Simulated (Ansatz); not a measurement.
# Nb2SiB2: the cost of one run

Method: DFT PBE, scalar-relativistic, plane waves, PAW, in Ansatz 0.2.0.

## (1) The structure to begin with

The structure is trigonal, space group P-3m1 (No. 164). Conventional cell: a = 3.746 Å, b = 3.746 Å, c = 5.906 Å, α = 90.00°, β = 90.00°, γ = 120.00°. Nb (site symmetry 3m) has 4 B at 2.24 to 2.27 Å and 3 Si at 2.65 Å as nearest neighbours. Around Si (site symmetry -3m) lie 6 Nb at 2.65 Å. Around B (site symmetry 3m) lie 4 Nb at 2.24 to 2.27 Å.

Structure file:

```
CELL_PARAMETERS angstrom
3.74636 0.00000 0.00000
-1.87318 3.24444 0.00000
0.00000 0.00000 5.90607
ATOMIC_POSITIONS crystal
Nb 0.33333 0.66667 0.26020
Nb 0.66667 0.33333 0.73980
Si 0.00000 0.00000 0.00000
B 0.33333 0.66667 0.64420
B 0.66667 0.33333 0.35580
```

The cell is invented: species swapped into a database cell of TbAl2Si2 (P-3m1, No. 164), with Si on the Tb sites, B on the Al sites and Nb on the Si sites. The dimensions are guesses.

## (2) Probe: one point on a coarse mesh

File input.yaml:

```yaml
crystal:
  lattice:
    - [3.74635909, 0.0, 0.0]
    - [-1.87317954, 3.24444214, 0.0]
    - [0.0, 0.0, 5.90606722]
  atoms:
    - { symbol: Nb, position: [0.33333333, 0.66666667, 0.26019999] }
    - { symbol: Nb, position: [0.66666667, 0.33333333, 0.73980001] }
    - { symbol: Si, position: [0.0, 0.0, 0.0] }
    - { symbol: B, position: [0.33333333, 0.66666667, 0.64420003] }
    - { symbol: B, position: [0.66666667, 0.33333333, 0.35579997] }
basis:
  ecutwfc: 420
kpoints:
  mp_grid: { grid: [6, 6, 4] }
hamiltonian:
  xc: pbe
scf:
  occupations: { method: gaussian, width: 0.1 }
  lower_state_search: "off"
output:
  forces: true
  stress: true
  eigenvalues: true
```

Command:

```console
$ ansatz run input.yaml --threads 1 --pin off --max-ram 2560MiB --backend cpu --events-out ev --progress --plain --runs-dir out
```

**Question.** How long does this run take on 1 thread of Intel Xeon Platinum 8259CL at 2.50GHz (Skylake/Cascade Lake), shared host, and how much memory does it need?

About 3.7 s, with a peak of 0.4 GiB.
